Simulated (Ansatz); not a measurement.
# SbPd₃, space group Pm-3m: an equation of state with a fit

Program: the Ansatz DFT code, driven from Python.

Typed at the interpreter:
```pycon
>>> from dataclasses import dataclass
>>> import ansatz as az
>>> import numpy as np
>>> from scipy.optimize import curve_fit
>>> @dataclass(frozen=True)
... class RunConfig:
...     xc: str = "LDA"
...     filling: str = "methfessel_paxton"
...     cutoff: int = 500
...     kmesh: tuple[int, ...] = (6, 6, 6)
...
>>> cfg = RunConfig()
>>> VECTORS = np.array([
...     [4.02651, 0.0, 0.0],
...     [0.0, 4.02651, 0.0],
...     [0.0, 0.0, 4.02651],
... ])
>>> SITES = [
...     ("Sb", (0.0, 0.0, 0.0)),
...     ("Pd", (0.0, 0.5, 0.5)),
...     ("Pd", (0.5, 0.0, 0.5)),
...     ("Pd", (0.5, 0.5, 0.0)),
... ]
>>> def make_crystal(cell):
...     crystal = az.Crystal(lattice=az.Lattice.of(cell))
...     for symbol, position in SITES:
...         crystal = crystal.atom(symbol, position)
...     return crystal
...
>>> def vinet(v, e0, v0, b0, b1):
...     eta = (v / v0) ** (1 / 3)
...     return e0 + 2 * b0 * v0 / (b1 - 1) ** 2 * (2 - (5 + 3 * b1 * (eta - 1) - 3 * eta) * np.exp(-1.5 * (b1 - 1) * (eta - 1)))
...
>>> # uniform scaling of the cell
>>> volumes, energies = [], []
>>> for scale in np.linspace(0.9, 1.1, 9):
...     cell = VECTORS * scale ** (1 / 3)
...     setup = (
...         make_crystal(cell).calculation()
...         .functional(cfg.xc)
...         .occupations(cfg.filling)  # smearing steadies the SCF of a metal
...         .basis(cfg.cutoff)  # cutoff of the orbital basis
...         .kpoints(*cfg.kmesh)  # symmetry reduces this mesh to its irreducible points
...     )
...     report = setup.run().report
...     volumes.append(abs(np.linalg.det(cell)) / len(SITES))
...     energies.append(report["free_energy_ev"] / len(SITES))
...     print(f"V = {volumes[-1]:8.4f} A^3/atom  F = {energies[-1]:.5f} eV/atom")
...
V =  14.6882 A^3/atom  F = -6717.74496 eV/atom
V =  15.0962 A^3/atom  F = -6717.76593 eV/atom
V =  15.5042 A^3/atom  F = -6717.77217 eV/atom
V =  15.9122 A^3/atom  F = -6717.76571 eV/atom
V =  16.3202 A^3/atom  F = -6717.74837 eV/atom
V =  16.7282 A^3/atom  F = -6717.72185 eV/atom
V =  17.1362 A^3/atom  F = -6717.68767 eV/atom
V =  17.5443 A^3/atom  F = -6717.64712 eV/atom
V =  17.9523 A^3/atom  F = -6717.60123 eV/atom
>>> guess = (min(energies), volumes[int(np.argmin(energies))], 0.5, 4.5)
>>> (e0, v0, b0, b1), _ = curve_fit(vinet, np.array(volumes), np.array(energies), p0=guess, maxfev=20000)
>>> print(f"Vinet fit: V0 = {v0:.4f} A^3/atom, B0 = {160.21766 * b0:.1f} GPa, B1 = {b1:.2f}")
Vinet fit: V0 = 15.4868 A^3/atom, B0 = 190.4 GPa, B1 = 5.22
>>> print("largest residual", round(1000 * float(np.abs(vinet(np.array(volumes), e0, v0, b0, b1) - energies).max()), 3), "meV/atom")
largest residual 0.101 meV/atom
```

A third-order Birch-Murnaghan fit through the 9 points (the script's own form differs a little) has its minimum at 15.49 Å³ an atom, 5.1 % below the typed cell, with a bulk modulus of 190 GPa. From that minimum the energy rises by 27.2 meV an atom on the compressed side and 171.0 meV on the expanded side. The window is off centre, so dB/dP is rough.

What to keep in mind:
- Absolute energies stand on the zero of these potentials, so only differences at equal settings mean something.
- For a metal this k-point mesh is coarse: on a finer one energies can move by several to tens of meV an atom and pressures by half a GPa or more, differences at one mesh by less.
- This cell is a computed structure, which may not be the phase found in nature.
- Run time: 13 s on 1 thread of Intel(R) Xeon(R) 6975P-C (Granite Rapids), on a shared host, peak memory 0.5 GiB.

(Lines on the test bed's own set-up are left out of the output.)
